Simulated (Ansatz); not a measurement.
# AlF₂HO (SMILES [OH][Al]([F])[F]): one structure at several levels

One table from this session's results is given with a row withheld; the runs are named, their logs left out.

Program: Ansatz 0.2.0, Gaussian basis. Level of theory: single points in def2-TZVPP. These are calculated values, not measurements.

Cores are frozen in the correlated methods.

## Where the work starts

SMILES `[OH][Al]([F])[F]`, 5 atoms, charge 0, spin multiplicity 1.

Atoms are counted from 1 here; the program's logs count them from 0.

Bond lengths: O1–Al2 1.591 Å, O1–H5 0.857 Å, Al2–F3 1.694 Å, Al2–F4 1.576 Å. Angles: Al2–O1–H5 156.0°, O1–Al2–F3 117.1°, O1–Al2–F4 127.9°, F3–Al2–F4 114.0°.

Geometry (Å):

```
atom    x (Å)    y (Å)    z (Å)
  O1  -0.1042   1.1427  -0.1191
 Al2   0.1142  -0.4300  -0.0262
  F3   1.4617  -0.9724   0.8462
  F4  -0.8981  -1.5728  -0.4177
  H5  -0.5389   1.8644  -0.2741
```

The first run:

Contents of run/in.yaml:

```yaml
crystal:
  periodic: [false, false, false]
  atoms:
    - {symbol: O, position_ang: [-0.104200, 1.142700, -0.119100]}
    - {symbol: Al, position_ang: [0.114200, -0.430000, -0.026200]}
    - {symbol: F, position_ang: [1.461700, -0.972400, 0.846200]}
    - {symbol: F, position_ang: [-0.898100, -1.572800, -0.417700]}
    - {symbol: H, position_ang: [-0.538900, 1.864400, -0.274100]}
basis:
  gaussian: {orbitals: def2-TZVPP}
correlation: {method: ccsd_t}
output: {forces: true}
```

The command line of these runs was not kept.

Among the steps run: CCSD(T)/def2-TZVPP; PBE0-D4/def2-TZVPP; wB97M-V/def2-TZVPP; r2SCAN-D4/def2-TZVPP; PBE-D4/def2-TZVPP; BLYP-D4/def2-TZVPP; LC-wPBE/def2-TZVPP.

One table of the session follows, with a row left open; its other results are not shown here.

| method | RMS force component (eV/Å) | angle to CCSD(T) forces (°) | dipole (D) |
| --- | --- | --- | --- |
| CCSD(T) | 2.539 | reference | 2.90 |
| PBE0-D4 | 2.545 | 2.1 | 2.91 |
| wB97M-V | 2.548 | 1.1 | 2.90 |
| r2SCAN-D4 | 2.549 | 1.5 | 2.88 |
| PBE-D4 | ? | ? | ? |
| BLYP-D4 | 2.664 | 4.9 | 2.83 |
| LC-wPBE | 2.582 | 2.0 | 2.93 |

**Question.** Estimate the row for PBE-D4.

As computed: RMS force component (eV/Å): 2.669; angle to CCSD(T) forces (°): 4.2; dipole (D): 2.82. In the column «RMS force component (eV/Å)» it is the highest.
